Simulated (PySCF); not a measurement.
**Pr2O(OH)4: other functionals and bases at one geometry**

One table from this session's results is given with a row withheld; the runs are named, their logs left out.

Method: several levels, as the steps say, no spin–orbit coupling; program: PySCF 2.14.0.

5 further runs of the same task are left out: 1 for a known fault of the program, 3 that didn't finish, 1 set aside as unsound or not needed.

## The system as given

11 atoms, charge 0, spin multiplicity 1.

Bond lengths: Pr1–O3 2.162 Å, Pr1–O4 2.163 Å, Pr1–O6 2.163 Å, Pr2–O3 2.162 Å, Pr2–O8 2.163 Å, Pr2–O10 2.163 Å, O4–H5 0.960 Å, O6–H7 0.960 Å, O8–H9 0.960 Å, O10–H11 0.960 Å. Angles: O3–Pr1–O4 117.1°, O3–Pr1–O6 117.1°, O4–Pr1–O6 125.8°, O3–Pr2–O8 117.1°, O3–Pr2–O10 117.1°, O8–Pr2–O10 125.8°, Pr1–O3–Pr2 180.0°, Pr1–O4–H5 179.8°, Pr1–O6–H7 179.8°, Pr2–O8–H9 179.8°, Pr2–O10–H11 179.8°.

Coordinates:

```
Pr    0.00000    0.00000    2.26789
Pr    0.00000    0.00000   -2.05648
O     0.00000    0.00000    0.10592
O     0.00000    1.92495    3.25392
H     0.00000    2.78066    3.68843
O     0.00000   -1.92495    3.25392
H     0.00000   -2.78066    3.68843
O     0.00000    1.92496   -3.04230
H     0.00000    2.77751   -3.48271
O     0.00000   -1.92496   -3.04230
H     0.00000   -2.77751   -3.48271
```

Formal oxidation states: Pr +3. Each metal's 2 4f electrons lie in its core potential, so multiplicities, spins and levels count the valence alone. An earlier session relaxed this geometry at r2SCAN, Pr lcecp-1-SVP with ECP48, O def2-SVP, H def2-SVP (singlet, point group D2h).

At r2SCAN on the finer grid: E = -444.178787 Eh, HOMO -5.73 eV, LUMO -1.71 eV, Mulliken charge on Pr1 +1.12 e, largest force component 0.074 eV/Å. 

Levels to run: TPSS; PBE; TPSSh; revPBE; r2SCAN, TZVP. Hardware: 4 threads of Intel Xeon 6975P-C (Granite Rapids), shared host.

The first run:

Contents of run.py (the lines that set the calculation):

```python
mol = gto.M(atom='''
Pr     0.00000     0.00000     2.26789
Pr     0.00000     0.00000    -2.05648
O      0.00000     0.00000     0.10592
O      0.00000     1.92495     3.25392
H      0.00000     2.78066     3.68843
O      0.00000    -1.92495     3.25392
H      0.00000    -2.78066     3.68843
O      0.00000     1.92496    -3.04230
H      0.00000     2.77751    -3.48271
O      0.00000    -1.92496    -3.04230
H      0.00000    -2.77751    -3.48271''',
    basis={'Pr': 'lcecp-1-SVP', 'O': 'def2-SVP', 'H': 'def2-SVP'},
    ecp={'Pr': 'lcecp-1-SVP'},
    charge=0, spin=0)
mf = dft.RKS(mol, xc='TPSS')
mf.grids.atom_grid = (75, 302)  # f atoms: unpruned, at least (60, 302)
mf = mf.density_fit()  # fitting sets: Pr AutoAux, O def2-universal-JKFIT, H def2-universal-JKFIT
mf.conv_tol = 1e-08; mf.max_cycle = 55
mf.kernel(dm0)  # dm0: the density of the relaxed state
```

Run with:

```sh
> OMP_NUM_THREADS=4 python run.py
```

Steps of the session up to this table: TPSS; PBE; TPSSh; revPBE; r2SCAN, TZVP.

One of the session's tables, all rows but one given; the rest of the session is left out.

| level | HOMO (eV) | gap (eV) | charge on Pr1 (e) | largest force component (eV/Å) |
| --- | --- | --- | --- | --- |
| r2SCAN (relaxed here) | -5.73 | 4.02 | 1.12 | 0.07 |
| TPSS | -5.49 | 3.63 | 1.05 | 0.37 |
| PBE | -5.45 | 3.33 | 0.95 | 0.46 |
| TPSSh | -6.09 | 4.47 | 1.12 | 0.24 |
| revPBE | -5.38 | 3.39 | 0.98 | 0.40 |
| r2SCAN, TZVP | ? | ? | ? | ? |

Estimate the missing values for r2SCAN, TZVP.

As computed: HOMO (eV): -5.90; gap (eV): 4.18; charge on Pr1 (e): 1.61; largest force component (eV/Å): 0.18. In the column «HOMO (eV)» it lies between TPSSh (-6.09) and r2SCAN (relaxed here) (-5.73).

In one basis the gap runs from 3.33 eV (PBE) to 4.47 eV (TPSSh). The largest leftover force, 0.46 eV/Å with PBE, stands at a geometry relaxed at another level. With 4f in the core, its levels are missing from HOMO and gap, and its count is fixed, so no charge can pass from the ligands into it. Total energies of different levels can't be compared.
